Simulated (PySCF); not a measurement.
# C6H6BF3: a tour of settings, part 2 of 2

PySCF 2.14.0. Atoms count from 0. Earlier steps stand in the parts before.

## Step 6: J couplings: KT3/pcseg-1

What the job is given:

```
{"job": {"kind": "j", "xc": "KT3", "basis": "pcseg-1", "grid": 4}, "charge": 0, "multiplicity": 1}
C     -2.492797    -0.347470    -1.055142
C     -1.428738    -0.496883    -0.272614
C     -0.423301     0.538321    -0.050335
C      0.861414     0.267052     0.307830
C      1.530281    -0.995379     0.490483
C      2.798883    -1.123620     0.883570
F      0.837680    -2.128168     0.237625
B     -0.798761     2.050300    -0.168283
F      0.108460     2.999147    -0.001238
F     -2.008209     2.523679    -0.391221
H     -2.686935     0.559893    -1.600281
H     -3.201740    -1.146952    -1.186326
H     -1.274918    -1.441459     0.227385
H      1.523277     1.106868     0.471013
H      3.247022    -2.094051     0.997350
H      3.400785    -0.262332     1.098772
```

Level: KT3/pcseg-1 indirect spin-spin coupling, non-relativistic, gas phase.

Standard output:

```text
coarse grid: 14584 points
cycle   1  E = -564.0940785581  dE =  1.239e+00  |g| = 9.201e-01  |ddm| = 4.431e+00
cycle   2  E = -563.7664116965  dE =  3.277e-01  |g| = 1.638e+00  |ddm| = 2.125e+00
cycle   3  E = -564.2341459230  dE = -4.677e-01  |g| = 2.513e-01  |ddm| = 1.539e+00
cycle   4  E = -564.2499715664  dE = -1.583e-02  |g| = 1.101e-01  |ddm| = 4.179e-01
cycle   5  E = -564.2532910773  dE = -3.320e-03  |g| = 4.203e-02  |ddm| = 1.698e-01
cycle   6  E = -564.2537372594  dE = -4.462e-04  |g| = 1.797e-02  |ddm| = 6.613e-02
cycle   7  E = -564.2538256607  dE = -8.840e-05  |g| = 5.881e-03  |ddm| = 2.508e-02
cycle   8  E = -564.2538352187  dE = -9.558e-06  |g| = 1.424e-03  |ddm| = 7.424e-03
final grid: 380512 points
cycle   9  E = -564.3619679271  dE =  1.215e-05  |g| = 4.369e-02  |ddm| = 1.093e-01
cycle  10  E = -564.3611863871  dE =  7.815e-04  |g| = 8.014e-02  |ddm| = 9.594e-02
cycle  11  E = -564.3622632643  dE = -1.077e-03  |g| = 7.468e-03  |ddm| = 6.736e-02
cycle  12  E = -564.3622805385  dE = -1.727e-05  |g| = 1.193e-03  |ddm| = 9.817e-03
cycle  13  E = -564.3622809020  dE = -3.635e-07  |g| = 4.604e-04  |ddm| = 2.027e-03
cycle  14  E = -564.3622809600  dE = -5.801e-08  |g| = 1.678e-04  |ddm| = 6.491e-04
cycle  15  E = -564.3622809667  dE = -6.748e-09  |g| = 6.443e-05  |ddm| = 2.239e-04
cycle  16  E = -564.3622809677  dE = -9.875e-10  |g| = 1.514e-05  |ddm| = 8.051e-05
converged SCF energy = -564.3622809677

Indirect spin-spin couplings (Hz)
  i      j    bonds     total        FC       PSO       DSO        SD
  0 C    6 F    5     -1.553    -0.393     0.099    -0.078    -1.181
  0 C    7 B    3      1.985     2.086    -0.082     0.053    -0.072
  0 C    8 F    4     -1.150    -0.392    -0.081    -0.217    -0.460
  0 C    9 F    4      3.496     4.498    -0.711     0.146    -0.437
  0 C   10 H    1    161.742   161.170    -0.155     0.727         -
  0 C   11 H    1    164.586   163.978    -0.015     0.623         -
  0 C   12 H    2     -3.570    -1.953    -1.197    -0.420         -
  0 C   13 H    4     -1.654    -1.675     0.345    -0.325         -
  0 C   14 H    6     -1.586    -1.520     0.132    -0.199         -
  0 C   15 H    6     -1.513    -1.434     0.124    -0.203         -
  1 C    6 F    4     12.793    11.394     0.738     0.275     0.385
  1 C    7 B    2      2.228     2.156    -0.013     0.085    -0.001
  1 C    8 F    3      4.886     3.242     1.230    -0.225     0.639
  1 C    9 F    3     -2.701    -2.311    -0.402     0.051    -0.038
  1 C   10 H    2     -3.504    -1.743    -1.354    -0.407         -
  1 C   11 H    2     -1.415     0.308    -1.276    -0.447         -
  1 C   12 H    1    162.259   161.367    -0.159     1.052         -
  1 C   13 H    3      9.629     9.883     0.129    -0.382         -
  1 C   14 H    5      1.130     1.219     0.107    -0.196         -
  1 C   15 H    5      1.078     1.158     0.119    -0.199         -
  2 C    6 F    3     -7.779    -5.457     0.257     0.072    -2.651
  2 C    7 B    1     93.825    94.570    -1.343     0.455     0.143
  2 C    8 F    2     25.145    28.514    -2.960     0.070    -0.479
  2 C    9 F    2     26.169    27.982    -2.140     0.065     0.262
  2 C   10 H    3      6.578     6.617    -0.180     0.142         -
  2 C   11 H    3     11.636    11.869     0.159    -0.393         -
  2 C   12 H    2      2.472     2.932    -0.406    -0.054         -
  2 C   13 H    2     -3.005    -1.531    -1.334    -0.140         -
  2 C   14 H    4     -1.016    -1.022     0.313    -0.307         -
  2 C   15 H    4     -2.096    -2.157     0.249    -0.187         -
  3 C    6 F    2     14.132    18.277    -6.688    -0.022     2.565
  3 C    7 B    2      2.297     1.899    -0.026     0.101     0.324
  3 C    8 F    3      2.502     1.786    -1.800     0.153     2.363
  3 C    9 F    3     12.700     5.818     4.152    -0.229     2.959
  3 C   10 H    4     -2.661    -2.726     0.268    -0.203         -
  3 C   11 H    4     -1.769    -1.789     0.307    -0.286         -
  3 C   12 H    3      3.777     3.988    -0.313     0.102         -
  3 C   13 H    1    159.673   158.802    -0.230     1.101         -
  3 C   14 H    3      7.821     8.034     0.241    -0.454         -
  3 C   15 H    3      3.751     3.744    -0.084     0.091         -
  4 C    6 F    1   -233.029  -230.124    -7.155     1.044     3.206
  4 C    7 B    3      6.946     6.957     0.058    -0.010    -0.060
  4 C    8 F    4     -2.343    -1.403    -0.188    -0.066    -0.686
  4 C    9 F    4      1.317     1.472     0.383    -0.165    -0.372
  4 C   10 H    5      1.165     1.243     0.092    -0.170         -
  4 C   11 H    5      1.228     1.313     0.086    -0.171         -
  4 C   12 H    4     -0.966    -0.922    -0.236     0.191         -
  4 C   13 H    2     10.109    10.544    -0.492     0.058         -
  4 C   14 H    2     -7.689    -6.101    -1.259    -0.328         -
  4 C   15 H    2      7.359     8.843    -1.186    -0.298         -
  5 C    6 F    2     25.019    32.527   -17.769    -0.211    10.472
  5 C    8 F    5      2.788     1.005     0.049    -0.072     1.806
  5 C    9 F    5      1.967     1.235    -0.469    -0.180     1.381
  5 C   10 H    6     -1.415    -1.340     0.128    -0.203         -
  5 C   11 H    6     -1.416    -1.353     0.139    -0.202         -
  5 C   12 H    5      1.018     1.064     0.170    -0.217         -
  5 C   13 H    3      1.998     2.071    -0.165     0.092         -
  5 C   14 H    1    170.459   169.681     0.099     0.680         -
  5 C   15 H    1    168.015   167.267     0.073     0.675         -
  6 F    7 B    4     -0.645    -0.067    -0.092    -0.122    -0.363
  6 F    8 F    5     -2.245    -0.603     0.910    -0.647    -1.905
  6 F    9 F    5     -3.780    -0.874    -0.358    -0.592    -1.956
  6 F   10 H    6      3.568     3.891     0.362    -0.659    -0.026
  6 F   11 H    6      1.756     1.760     0.010    -0.168     0.154
  6 F   12 H    5      2.529     3.212    -3.870     2.288     0.900
  6 F   13 H    3     24.034    27.533    -1.631    -1.885     0.017
  6 F   14 H    3      5.342    10.640    -4.086    -0.080    -1.133
  6 F   15 H    3     28.697    33.973    -3.308    -2.246     0.278
  7 B    8 F    1    -52.330   -11.011   -42.161     1.197    -0.354
  7 B    9 F    1    -45.934    -3.976   -42.909     1.197    -0.246
  7 B   10 H    4     -0.472    -0.546    -0.355     0.428     0.001
  7 B   11 H    4     -1.064    -0.927     0.161    -0.292    -0.006
  7 B   12 H    3      8.369     8.438     0.209    -0.277    -0.001
  7 B   13 H    3      6.738     6.717    -0.371     0.421    -0.029
  7 B   14 H    5      0.465     0.524     0.151    -0.228     0.018
  7 B   15 H    5      0.228     0.261     0.018    -0.044    -0.007
  8 F    9 F    2   -152.961    88.923  -247.582    -0.620     6.318
  8 F   10 H    5      0.322     0.812     0.166    -0.609    -0.047
  8 F   12 H    4      5.894     6.108     0.850    -1.138     0.073
  8 F   13 H    4     -0.743    -0.890    -1.354     1.696    -0.196
  8 F   14 H    6     -0.861    -0.580     0.392    -0.653    -0.021
  8 F   15 H    6     -0.673    -0.548    -0.258     0.143    -0.011
  9 F   10 H    5      4.807     5.064    -2.079     1.795     0.028
  9 F   11 H    5      2.508     2.946     0.283    -0.748     0.028
  9 F   12 H    4      0.747     1.333     0.419    -1.051     0.047
  9 F   13 H    4     -0.520     0.122     0.644    -0.976    -0.309
  9 F   14 H    6     -0.478    -0.068     0.353    -0.748    -0.015
  9 F   15 H    6     -0.847    -0.422     0.150    -0.558    -0.018
 10 H   11 H    2     -1.682    -0.942     2.545    -3.284         -
 10 H   12 H    3     15.774    17.256     1.487    -2.968         -
 10 H   13 H    5      0.855     1.166     0.608    -0.918         -
 10 H   14 H    7      0.469     0.758     0.488    -0.777         -
 10 H   15 H    7      0.462     0.716     0.415    -0.669         -
 11 H   12 H    3      9.975    10.293    -0.038    -0.281         -
 11 H   13 H    5      1.318     1.766     0.865    -1.313         -
 11 H   14 H    7      0.539     0.773     0.405    -0.640         -
 11 H   15 H    7      0.430     0.720     0.493    -0.783         -
 12 H   13 H    4     -2.147    -1.534     0.937    -1.550         -
 12 H   14 H    6     -0.808    -0.558     0.450    -0.700         -
 12 H   15 H    6     -0.866    -0.517     0.593    -0.941         -
 13 H   14 H    4     -0.799    -0.196     0.969    -1.572         -
 13 H   15 H    4      0.226    -0.434    -1.192     1.851         -
 14 H   15 H    2     -5.927    -5.116     2.731    -3.542         -
```

It took 2.4 min on 1 thread of AMD EPYC, shared host; peak memory 0.7 GiB.

The basis is not made for couplings: without tight functions at the nuclei these values are rough.

A choice of the couplings up to four bonds, sorted by the number of bonds, with means over like pairs; isotopes 11B, 13C, 19F, 1H:

```
   pair  bonds  J (Hz)  Fermi contact (Hz)  dihedral (°)
  C4–F6      1  -233.0              -230.1             –
 C5–H14      1   170.5               169.7             –
 C5–H15      1   168.0               167.3             –
 C0–H11      1   164.6               164.0             –
 C1–H12      1   162.3               161.4             –
 C0–H10      1   161.7               161.2             –
 C3–H13      1   159.7               158.8             –
  C2–B7      1    93.8                94.6             –
  B7–F8      1   -49.1                -7.5             –
  F8–F9      2  -153.0                88.9             –
  C2–F8      2    25.7                28.2             –
  C5–F6      2    25.0                32.5             –
  C3–F6      2    14.1                18.3             –
 C4–H13      2    10.1                10.5             –
 C4–H14      2    -7.7                -6.1             –
 C4–H15      2     7.4                 8.8             –
H14–H15      2    -5.9                -5.1             –
 C0–H12      2    -3.6                -2.0             –
 F6–H15      3    28.7                34.0           180
 F6–H13      3    24.0                27.5          -176
H10–H12      3    15.8                17.3          -178
 C2–H11      3    11.6                11.9           180
H11–H12      3    10.0                10.3             1
 C1–H13      3     9.6                 9.9          -179
 B7–H12      3     8.4                 8.4          -153
 C3–H14      3     7.8                 8.0          -180
  C2–F6      3    -7.8                -5.5             3
  C1–F6      4    12.8                11.4             –
 F8–H12      4     3.3                 3.7             –
 C3–H10      4    -2.7                -2.7             –
H12–H13      4    -2.1                -1.5             –
 C2–H15      4    -2.1                -2.2             –
 C3–H11      4    -1.8                -1.8             –
 C0–H13      4    -1.7                -1.7             –
  C0–F8      4     1.2                 2.1             –
 B7–H11      4    -1.1                -0.9             –
```

The spin-dipole term was solved for some atoms only; pairs without it lack that part.

The response was solved for the nuclei of B, F, H alone, so couplings that need other nuclei can be missing.

Quadrupole couplings from the field gradients of the same density:

```
atom  isotope  eQq/h (MHz)     η
  B7      11B        2.634  0.79
```

Shifts (PBE0/pcSseg-1, scaled to CDCl3) and these couplings together give the proton spectrum at 400 MHz below. Couplings to quadrupolar nuclei are left out.

1H NMR δ 7.26 (m, 1H), 6.50 (ddd, J = 24.0, 2.1, 1.3 Hz, 1H), 5.77 (m, 1H), 5.60 (m, 1H), 5.26 (dd, J = 5.9, 5.3 Hz, 1H), 4.93 (dd, J = 28.7, 5.9 Hz, 1H).

## Step 7: Outcome

What follows sums up all 2 parts.

| quantity | value |
| --- | --- |
| 13C shifts against TMS (PBE0/pcSseg-1) | 175.4, 145.3, 142.3, 135.6, 131.3, 112.6 ppm |
| 1H shifts against TMS (PBE0/pcSseg-1) | 7.59, 6.78, 6.00, 5.83, 5.46, 5.12 ppm |
| 19F shifts against CFCl3 (PBE0/pcSseg-1, means over atoms taken as alike) | -87.0, -108.3 ppm |
| 11B shifts against BF3·OEt2 (PBE0/pcSseg-1) | 23.4 ppm |
| surface potential, 1st and 99th percentile | -0.74 V and 1.43 V |
| lowest singlet (PBE0/def2-SVPD) | 4.27 eV (291 nm), f = 0.537 |
| lowest triplet | 2.33 eV |
| largest coupling of the table (KT3/pcseg-1) | 1J(C,F) C4–F6, -233.0 Hz |

**Reading.** Single values in the summary come from the first run of each kind that ended normally (PBE0/pcSseg-1; PBE0/def2-SVPD; KT3/pcseg-1), which need not be the best level. At PBE0/pcSseg-1: The widest tensor belongs to F8, F9: span 283 ppm, with a paramagnetic part of -211 ppm. At PBE0/pcSseg-1, counted by nearest atom on the grid, the HOMO lies on C0, C5 about 19 % each; C2, C3 about 14 % each, the LUMO on C2, C3, C5 about 18 % each; B7 12 %. The lowest singlet, at 4.27 eV, is HOMO→LUMO 0.94 and is bright. The lowest triplet lies 1.94 eV below the lowest singlet (triplets in Tamm-Dancoff, singlets in full TDDFT). In the run at KT3/pcseg-1, the largest coupling of the table is C4–F6, -233.0 Hz, of which the Fermi-contact term gives -230.1 Hz. Couplings across rotatable bonds belong to this one conformer; where others are populated, the observed values are averages. Density functionals describe couplings to fluorine poorly, F–F couplings above all, so those rows are rough. Couplings from bases without tight functions are rough.
